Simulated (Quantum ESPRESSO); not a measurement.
GdO:

```
CELL_PARAMETERS angstrom
2.80181 0.00000 0.00000
0.00000 2.80181 0.00000
0.00000 0.00000 2.80181
ATOMIC_POSITIONS crystal
Gd 0.00000 0.00000 0.00000
O 0.50000 0.50000 0.50000
```

The cell comes from a database or a generator and needn't be the stable form of this composition.

Base run:

| Quantity | Value |
| --- | --- |
| Program | Quantum ESPRESSO 7.5 |
| Functional | PBE |
| Potentials or basis | SSSP 1.3 efficiency PBE |
| Cutoff | 748 eV |
| Density cutoff | 5987 eV |
| k mesh | 7 × 7 × 7 |
| Occupations | gaussian, width 0.05 eV |
| Spin | collinear spin, ferromagnetic start |
| Starting moments | [7.0, 0.0] μB |
| Hubbard terms | Gd f U = 1 eV |

Its results: band gap on the k mesh none (metal or under the smearing width); pressure 51.6 GPa; net moment 7.22 μB per cell; site moments Gd +6.91; O +0.02 μB.

Task: The run is repeated on the same cell with these changes: hubbard terms from Gd f U = 1 eV to Gd f U = 5 eV. What comes out?

Result: Band gap on the k mesh none (metal or under the smearing width); pressure 56.5 GPa; net moment 7.22 μB per cell; site moments Gd +6.98; O -0.01 μB.

Caveats: a pressure of tens of GPa on the cell as given is suspect, and the run, the potentials or the cell itself is likely at fault; spin-orbit coupling is left out, which moves the levels of the heavy elements; a cell with one magnetic atom can't hold antiferromagnetic order, which such compounds often take.
